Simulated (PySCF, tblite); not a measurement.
# C₃H₆AsB: geometry, infrared bands, NMR shifts and spin-spin couplings

Wanted: the infrared bands, NMR shifts and spin-spin couplings of C₃H₆AsB (`[AsH2]BC1C=C1`), by calculation.

Programs: tblite 0.8.0 and PySCF 2.14.0, with density-fitted response routines of our own. Each step states its level of theory. These are calculated values for one molecule in the gas phase, unless marked as measured. Atoms are numbered from 0 throughout.

## 1. The starting structure

11 atoms, charge 0, multiplicity 1; geometry from: force field or distance geometry start.

Bonds of the start (Å): As0–B1 2.07, B1–C2 1.57, C2–C3 1.48, C3–C4 1.31, C4–C2 1.49, As0–H5 1.57, As0–H6 1.58, B1–H7 1.21, C2–H8 1.11, C3–H9 1.11, C4–H10 1.09.

## 2. Geometry optimisation with GFN2-xTB

What the job is given:

```
{"job": {"kind": "relax", "xc": "GFN2-xTB", "basis": "xTB"}, "charge": 0, "multiplicity": 1}
As     2.160300    -0.315600    -0.237200
B      0.329400    -1.251800    -0.463500
C     -0.905900    -0.293700    -0.596000
C     -1.396100     0.227600     0.699900
C     -0.774700     1.091600    -0.059800
H      2.031500     1.086600    -0.931100
H      2.267900    -0.093000     1.324800
H      0.187300    -2.153500     0.330300
H     -1.591000    -0.374900    -1.463000
H     -1.914000    -0.009600     1.650300
H     -0.389300     2.088900    -0.280700
```

The run is started by

```
> OMP_NUM_THREADS=1 python probes_run.py task.json out
```

One launch serves the whole session: the jobs run in the order shown.

**Question.** This job is followed by: GFN2-xTB harmonic vibrations, gas phase; GIAO PBE0/pcSseg-1 NMR shielding, non-relativistic, gas phase; B3LYP/pcJ-1 As:pcSseg-1 indirect spin-spin coupling, non-relativistic, gas phase. What will the session give for the following? strongest single infrared mode (GFN2-xTB); zero-point energy (GFN2-xTB); 13C shifts against TMS (PBE0/pcSseg-1, means over atoms taken as alike); 1H shifts against TMS (PBE0/pcSseg-1, means over atoms taken as alike); 75As shifts against AsH3 (PBE0/pcSseg-1); 11B shifts against BF3·OEt2 (PBE0/pcSseg-1); largest coupling of the table (B3LYP/pcSseg-1+pcJ-1).

The runs gave:

| quantity | value |
| --- | --- |
| strongest single infrared mode (GFN2-xTB) | 1906 cm⁻¹, 778 km/mol |
| zero-point energy (GFN2-xTB) | 45.0 kcal/mol |
| 13C shifts against TMS (PBE0/pcSseg-1, means over atoms taken as alike) | 114.7, 26.9 ppm |
| 1H shifts against TMS (PBE0/pcSseg-1, means over atoms taken as alike) | 9.66, 6.94, 2.57, 2.39 ppm |
| 75As shifts against AsH3 (PBE0/pcSseg-1) | 182 ppm |
| 11B shifts against BF3·OEt2 (PBE0/pcSseg-1) | 103.8 ppm |
| largest coupling of the table (B3LYP/pcSseg-1+pcJ-1) | 1J(C,H) C3–H9, 254.6 Hz |

What this shows: Relaxing lowered the energy by 1.275 eV in 112 steps; the close pair that moved most is As0–H6, from 1.581 to 1.501 Å. All 27 modes are real, so the xTB geometry is a minimum. The strongest single mode, at 1906 cm⁻¹, moves mainly H6. GFN2-xTB is a fitted tight-binding method: band positions and strengths are rough. Its intensities can rank the bands wrongly. The most deshielded carbon is C3, C4 (mean) (alkene CH), at 114.7 ppm: an sp2 carbon of a C=C bond. At PBE0/pcSseg-1: The largest span, 312 ppm, is at As0, where the paramagnetic term is -1071 ppm. Of the pairs tabulated at B3LYP/pcSseg-1+pcJ-1, C3–H9 (mean over like pairs) couples most strongly (254.6 Hz; Fermi contact 255.1 Hz). Couplings across rotatable bonds belong to this one conformer; where others are populated, the observed values are averages. Spin-orbit coupling is left out, which matters for shieldings and couplings at and beside the heavy atoms.
